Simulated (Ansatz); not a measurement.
# GeHCl: a ladder of functionals and wavefunction methods

How much do the methods differ for GeHCl? The plan is to run it at one geometry with functionals of several rungs and with coupled cluster, and see how far each lands from CCSD(T) at the basis-set limit for the atomisation energy.

Method: functionals in def2-TZVPP, the program's frozen cores in correlated methods; program: Ansatz 0.2.0, Gaussian basis.

Plan: LDA (SPW92), PBE-D4, revPBE-D4, BLYP-D4, r2SCAN-D4, B97M-V, PBE0-D4, B3LYP-D4, r2SCANh-D4, r2SCAN0-D4, HSE06-D4, BHLYP-D4, CAM-B3LYP-D4, LC-ωPBE, ωB97X-V, ωB97M-V, B2PLYP, PBE-QIDH; CCSD(T)/def2-SVP; CCSD(T)/def2-TZVPP; CCSD(T)/def2-QZVPP; extrapolation to the limit; RPA on PBE.

**1. The relaxed structure**

The geometry comes from an earlier relaxation with PBE0-D4 in a triple-zeta def2 set; it is a stationary point.

SMILES `[Cl][GeH]`, 3 atoms, charge 0, spin multiplicity 1.

Atoms are counted from 1 here; the program's logs count them from 0.

Bond lengths: Cl1–Ge2 2.183 Å, Ge2–H3 1.600 Å. Angles: Cl1–Ge2–H3 93.7°.

**2. LDA**

This LDA is Slater exchange with PW92 correlation.

in.yaml reads:

```yaml
crystal:
  periodic: [false, false, false]
  atoms:
    - {symbol: Cl, position_ang: [1.196953, -0.889615, 0.550568]}
    - {symbol: Ge, position_ang: [-0.690993, -0.371669, -0.415190]}
    - {symbol: H, position_ang: [-0.516860, 1.196584, -0.148678]}
basis:
  gaussian: {orbitals: def2-TZVPP}
hamiltonian: {xc: lda}
output: {orbitals: {seedname: orbitals}}
```

On the command line:

```
$ ansatz run in.yaml --threads 4 --pin off --events-out ev --progress --plain --max-ram 10444MiB
```

After this run come: PBE-D4 (GGA); revPBE-D4 (GGA); BLYP-D4 (GGA); r2SCAN-D4 (meta-GGA); B97M-V (meta-GGA); PBE0-D4 (hybrid); B3LYP-D4 (hybrid); r2SCANh-D4 (hybrid); r2SCAN0-D4 (hybrid); HSE06-D4 (hybrid); BHLYP-D4 (hybrid); CAM-B3LYP-D4 (range-separated); LC-ωPBE (range-separated); ωB97X-V (range-separated); ωB97M-V (range-separated); B2PLYP (double hybrid); PBE-QIDH (double hybrid); CCSD(T) in def2-SVP; CCSD(T) in def2-TZVPP; CCSD(T) in def2-QZVPP; RPA on PBE orbitals.

**Question.** What will the summary of the whole plan be? Wanted: atomisation energy, CCSD(T)/CBS; farthest beyond LDA; mean size of error, GGA; mean size of error, meta-GGA; mean size of error, hybrid; mean size of error, range-separated; mean size of error, double hybrid; gap, smallest and largest; T1 diagnostic.

The runs gave:

| quantity | value |
| --- | --- |
| atomisation energy, CCSD(T)/CBS | 699.1 kJ/mol |
| functionals within 7.0 kJ/mol (1.0 %) | PBE-D4, BLYP-D4, r2SCAN-D4, B3LYP-D4, ωB97X-V, ωB97M-V |
| farthest beyond LDA | LC-ωPBE (-35.7 kJ/mol) |
| mean size of error, GGA | 6.4 kJ/mol |
| mean size of error, meta-GGA | 10.5 kJ/mol |
| mean size of error, hybrid | 15.7 kJ/mol |
| mean size of error, range-separated | 13.3 kJ/mol |
| mean size of error, double hybrid | 19.2 kJ/mol |
| gap, smallest and largest | 2.06 eV (LDA (SPW92)), 8.88 eV (LC-ωPBE) |
| T1 diagnostic | 0.0126 |
| triples share of the correlation energy | 3.9 % |

The LDA atomisation energy is off by 105.0 kJ/mol (15 %): it overbinds. PBE-D4 misses by +6.9 kJ/mol. Double hybrids carry the basis error of their MP2 part in triple zeta, and no dispersion term here, so their miss is partly the set-up's. Taken by rung, GGA functionals do best (6.4 kJ/mol on average) and double hybrid ones worst beyond LDA (19.2 kJ/mol). The reference freezes the cores and leaves out relativity and excitations past (T), and its outer-core shells are covered unevenly, so misses under about 7.0 kJ/mol can't be ranked. Hartree-Fock recovers 68 % of the binding; the rest is correlation. CCSD(T) in def2-SVP is off by -76.6 kJ/mol, so the small basis spoils what the method gains. Orbital gaps span 2.1 to 8.9 eV; exact exchange widens them. The restricted reference is unstable towards a spin-broken one. Correlated methods include outer-core shells of Ge, which these sets cover unevenly.
